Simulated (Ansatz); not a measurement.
# Rh (Rh, dhcp): the cost of one run

Program: Ansatz 0.2.0. Level of theory: DFT LDA (PW92), plane waves (420 eV) with PAW, scalar-relativistic; the PAW data stem from PBE, with regenerated cores. These are calculated values, not measurements.

**1. Starting point**

It takes space group P6_3/mmc (No. 194, hexagonal). Conventional cell: a = 2.689 Å, b = 2.689 Å, c = 8.783 Å, α = 90.00°, β = 90.00°, γ = 120.00°. Around Rh (site symmetry -3m) lie 12 Rh at 2.69 Å. Rh (site symmetry -6m2) is surrounded by 12 Rh at 2.69 Å.

As a file:

```cif
data_structure
_symmetry_space_group_name_H-M 'P6_3/mmc'
_symmetry_Int_Tables_number 194
_cell_length_a 2.6892
_cell_length_b 2.6892
_cell_length_c 8.7829
_cell_angle_alpha 90.000
_cell_angle_beta 90.000
_cell_angle_gamma 120.000
_cell_volume 55.01
loop_
_atom_site_label
_atom_site_type_symbol
_atom_site_symmetry_multiplicity
_atom_site_Wyckoff_symbol
_atom_site_fract_x
_atom_site_fract_y
_atom_site_fract_z
_atom_site_occupancy
Rh1 Rh 2 a 0.00000 0.00000 0.00000 1
Rh2 Rh 2 c 0.33333 0.66667 0.25000 1
```

**2. Relaxation of the cell**

input.yaml reads:

```yaml
crystal:
  lattice:
    - [2.6891940459, 0.0, 0.0]
    - [-1.3445970229, 2.3289103594, 0.0]
    - [0.0, 0.0, 8.7829077538]
  atoms:
    - { symbol: Rh, position: [0.0, 0.0, 0.0] }
    - { symbol: Rh, position: [0.0, 0.0, 0.5] }
    - { symbol: Rh, position: [0.3333333333, 0.6666666667, 0.25] }
    - { symbol: Rh, position: [0.6666666667, 0.3333333333, 0.75] }
hamiltonian:
  xc: lda
  pseudopotentials:
    kind: paw
    azcp:
      Rh: "pseudopotentials/Rh.paw.azcp"
basis:
  ecutwfc: 420
  fft_grid_basis: typed
kpoints:
  mp_grid: { grid: [13, 13, 4], shift: [0, 0, 0] }
magnetization:
  spin_polarized: false
scf:
  occupations: { method: fermi_dirac, width: 0.1 }
relax:
  max_steps: 60
  f_tol: 0.01
  cell: {}
```

On the command line:

```sh
$ ansatz run input.yaml --threads 2 --pin off --max-ram 5120MiB --backend cpu --events-out ev --progress --plain --runs-dir out
```

Q: Estimate wall time and peak memory on 2 threads of Arm Neoverse V2, shared host.

About 13 s, with a peak of 0.38 GiB.
